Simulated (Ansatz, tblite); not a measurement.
# C15H12: a ladder of methods and basis sets

How do method and basis change the picture of C15H12 (singlet)?

The runs use Ansatz 0.2.0, Gaussian basis; as each input shows.

Levels to be run: GFN1-xTB, GFN2-xTB, PBE-D4/def2-TZVP, r2SCAN-D4/def2-TZVP, HF/def2-TZVP, r2SCANh-D4/def2-TZVP, PBE-D4/def2-SVP, PBE0-D4/def2-SVP, HF/STO-3G, HF/6-31G, B3LYP-D4/6-31G, MP2/def2-SVP, RPA/def2-SVP.

**1. The relaxed structure**

The singlet was relaxed beforehand with PBE0-D4/def2-SVP.

SMILES `CC(C)=C=C=C=C=C=C=C=C=C=C(C)C`, 27 atoms, charge 0, spin multiplicity 1.

Bond lengths: C1–C2 1.500 Å, C1–H16 1.104 Å, C1–H17 1.097 Å, C1–H18 1.104 Å, C2–C3 1.500 Å, C2–C4 1.329 Å, C3–H19 1.104 Å, C3–H20 1.104 Å, C3–H21 1.097 Å, C4–C5 1.277 Å, C5–C6 1.292 Å, C6–C7 1.282 Å, C7–C8 1.286 Å, C8–C9 1.286 Å, C9–C10 1.282 Å, C10–C11 1.292 Å, C11–C12 1.277 Å, C12–C13 1.329 Å and more. Angles: C2–C1–H16 110.3°, C2–C1–H17 112.1°, C2–C1–H18 110.2°, H16–C1–H17 108.7°, H16–C1–H18 106.7°, H17–C1–H18 108.7°, C1–C2–C3 117.2°, C1–C2–C4 121.4°, C3–C2–C4 121.4°, C2–C3–H19 110.3°, C2–C3–H20 110.2°, C2–C3–H21 112.1°, H19–C3–H20 106.7°, H19–C3–H21 108.7°, H20–C3–H21 108.7°, C2–C4–C5 180.0°, C4–C5–C6 180.0°, C5–C6–C7 180.0° and more.

PBE0-D4/def2-TZVP was run before; its log isn't repeated, and its numbers join the tables.

**2. GFN1-xTB**

Tight binding, by tblite at 300 K electronic temperature and without a spin-polarisation term:

```python
tblite.interface.Calculator('GFN1-xTB', numbers, positions, charge=0, uhf=0).singlepoint()
```

Energy -1031.4451 eV, HOMO -10.24 eV, LUMO -8.65 eV; 0.042 s.

**3. GFN2-xTB**

Tight binding, by tblite at 300 K electronic temperature and without a spin-polarisation term:

```python
tblite.interface.Calculator('GFN2-xTB', numbers, positions, charge=0, uhf=0).singlepoint()
```

Energy -1032.3634 eV, HOMO -9.16 eV, LUMO -7.59 eV; 0.033 s.

**4. PBE-D4/def2-TZVP**

start.molden holds the orbitals of an earlier run on this state, given as this run's starting guess.

in.yaml reads:

```yaml
crystal:
  periodic: [false, false, false]
  atoms:
    - {symbol: C, position_ang: [-0.226978, -5.526195, -4.854678]}
    - {symbol: C, position_ang: [0.821669, -5.120196, -3.861311]}
    - {symbol: C, position_ang: [2.068892, -5.952088, -3.800647]}
    - {symbol: C, position_ang: [0.652878, -4.067740, -3.068206]}
    - {symbol: C, position_ang: [0.491329, -3.056525, -2.305553]}
    - {symbol: C, position_ang: [0.327317, -2.033594, -1.534321]}
    - {symbol: C, position_ang: [0.164116, -1.018199, -0.768451]}
    - {symbol: C, position_ang: [0.000646, 0.000589, -0.000641]}
    - {symbol: C, position_ang: [-0.162371, 1.018866, 0.767945]}
    - {symbol: C, position_ang: [-0.325581, 2.034384, 1.533649]}
    - {symbol: C, position_ang: [-0.490281, 3.057075, 2.305053]}
    - {symbol: C, position_ang: [-0.652529, 4.068487, 3.067297]}
    - {symbol: C, position_ang: [-0.821874, 5.120292, 3.861145]}
    - {symbol: C, position_ang: [-1.466106, 4.985720, 5.209526]}
    - {symbol: C, position_ang: [-0.376982, 6.491913, 3.446407]}
    - {symbol: H, position_ang: [0.190827, -5.518992, -5.876114]}
    - {symbol: H, position_ang: [-1.100166, -4.862465, -4.827471]}
    - {symbol: H, position_ang: [-0.561777, -6.558867, -4.655974]}
    - {symbol: H, position_ang: [1.818183, -7.000016, -3.561985]}
    - {symbol: H, position_ang: [2.569783, -5.961624, -4.784002]}
    - {symbol: H, position_ang: [2.776750, -5.580257, -3.049377]}
    - {symbol: H, position_ang: [-1.759521, 3.950765, 5.425190]}
    - {symbol: H, position_ang: [-0.775671, 5.329200, 5.999017]}
    - {symbol: H, position_ang: [-2.362136, 5.627119, 5.270418]}
    - {symbol: H, position_ang: [0.081271, 6.493277, 2.449544]}
    - {symbol: H, position_ang: [-1.234291, 7.186861, 3.442284]}
    - {symbol: H, position_ang: [0.352622, 6.892231, 4.171254]}
basis:
  gaussian: {orbitals: def2-TZVP, initial_orbitals: start.molden}
hamiltonian: {xc: pbe, dispersion: d4}
scf: {omitted_lower_state_checks: [starts]}
output: {orbitals: {seedname: orbitals}}
```

Launch:

```console
$ ansatz run in.yaml --threads 4 --pin off --events-out ev --progress --plain --max-ram 9574MiB
```

The runs that follow: r2SCAN-D4/def2-TZVP; HF/def2-TZVP; r2SCANh-D4/def2-TZVP; PBE-D4/def2-SVP; PBE0-D4/def2-SVP; HF/STO-3G; HF/6-31G; B3LYP-D4/6-31G; MP2/def2-SVP; RPA/def2-SVP.

**Question.** What will the summary of the whole plan be? Wanted: gap in def2-TZVP, named functionals and Hartree-Fock, smallest and largest; correlation energy, MP2/def2-SVP; binding an atom, functionals in def2-TZVP; PBE0 total energy, smallest basis above largest.

The runs gave:

```
                                                                  quantity                                  value
gap in def2-TZVP, named functionals and Hartree-Fock, smallest and largest         1.74 eV (PBE-D4), 7.77 eV (HF)
                                          correlation energy, MP2/def2-SVP                              -53.54 eV
                                 binding an atom, functionals in def2-TZVP  4.92 (r2SCANh-D4) to 5.14 eV (PBE-D4)
                           PBE0 total energy, smallest basis above largest         16.60 eV (def2-SVP, def2-TZVP)
```

Orbital gaps of the named functionals and Hartree-Fock in def2-TZVP span 1.74 eV (PBE-D4) to 7.77 eV (HF); exact exchange widens it.
